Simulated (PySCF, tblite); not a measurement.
# C3H5GeN3O: geometry, infrared bands and NMR shifts

Wanted: the infrared bands and NMR shifts of C3H5GeN3O (`O=Cc1c[n]([GeH3])nn1`), by calculation.

Programs: tblite 0.8.0 and PySCF 2.14.0, with density-fitted response routines of our own. Each step states its level of theory. These are calculated values for one molecule in the gas phase, unless marked as measured. Atoms count from 0, in the outputs and in this text.

**1. The molecule as given**

13 atoms, charge 0, multiplicity 1; geometry from: force field or distance geometry start.

Bonds of the start (Å): O0–C1 1.27, C1–C2 1.45, C2–C3 1.40, C3–N4 1.36, N4–Ge5 1.87, N4–N6 1.32, N6–N7 1.34, N7–C2 1.33, C1–H8 1.09, C3–H9 1.08, Ge5–H10 1.54, Ge5–H11 1.56, Ge5–H12 1.56.

**2. Optimising the geometry with GFN2-xTB**

The job: settings as JSON, then the geometry in Å.

```
{"job": {"kind": "relax", "xc": "GFN2-xTB", "basis": "xTB"}, "charge": 0, "multiplicity": 1}
O      2.821300     1.546900     0.222300
C      2.786200     0.399300    -0.326800
C      1.480800    -0.214000    -0.465500
C      0.281800     0.395300    -0.077400
N     -0.723000    -0.476700    -0.365800
Ge    -2.520600    -0.109500    -0.024100
N     -0.175700    -1.541300    -0.933800
N      1.153600    -1.395600    -0.990900
H      3.710000    -0.092400    -0.634700
H      0.125900     1.345800     0.401300
H     -3.438600    -1.240700    -0.518200
H     -2.643000     0.122500     1.518100
H     -2.863200     1.260900    -0.683400
```

Command:

```bash
$ OMP_NUM_THREADS=1 python probes_run.py task.json out
```

This one command runs all jobs of the session in turn.

**Question.** This job is followed by: GFN2-xTB harmonic vibrations, gas phase; GIAO PBE0/pcSseg-1 NMR shielding, non-relativistic, gas phase. Predict these results of the whole session: strongest single infrared mode (GFN2-xTB); zero-point energy (GFN2-xTB); ¹³C shifts against TMS (PBE0/pcSseg-1); ¹H shifts against TMS (PBE0/pcSseg-1, means over atoms taken as alike); ¹⁷O shifts against H2O (PBE0/pcSseg-1); ¹⁵N shifts against NH3 (PBE0/pcSseg-1); ⁷³Ge shifts against GeMe4 (PBE0/pcSseg-1).

The runs gave:

```
                                                              quantity                    value
                             strongest single infrared mode (GFN2-xTB)    2079 cm⁻¹, 388 km/mol
                                          zero-point energy (GFN2-xTB)            48.6 kcal/mol
                                ¹³C shifts against TMS (PBE0/pcSseg-1)  191.0, 154.4, 136.5 ppm
¹H shifts against TMS (PBE0/pcSseg-1, means over atoms taken as alike)    10.55, 8.38, 5.34 ppm
                                ¹⁷O shifts against H2O (PBE0/pcSseg-1)                664.9 ppm
                                ¹⁵N shifts against NH3 (PBE0/pcSseg-1)  419.1, 405.1, 263.0 ppm
                             ⁷³Ge shifts against GeMe4 (PBE0/pcSseg-1)                 -142 ppm
```

**Reading.** Relaxing lowered the energy by 0.580 eV in 45 steps; the close pair that moved most is N6–N7, from 1.338 to 1.265 Å. All 33 modes are real, so the xTB geometry is a minimum. The strongest single mode, at 2079 cm⁻¹, moves mainly H11 and H12. GFN2-xTB is a fitted tight-binding method: band positions and strengths are rough. Its intensities can rank the bands wrongly. The most deshielded carbon is C1 (aldehyde carbonyl carbon), at 191.0 ppm: the double bond to the heteroatom, with no lone-pair donor beside it, deshields it most. The most deshielded hydrogen is H8 (hydrogen on an aldehyde carbonyl carbon), at 10.55 ppm: the formyl region, downfield of aromatic protons. At PBE0/pcSseg-1: Shielding is most anisotropic at O0 (span 1361 ppm, paramagnetic term -729 ppm). NICS(1)zz of -33 ppm above the planar ring from C2 marks a diatropic (aromatic) ring current. Spin-orbit coupling is left out, which matters for shieldings and couplings at and beside the heavy atoms.
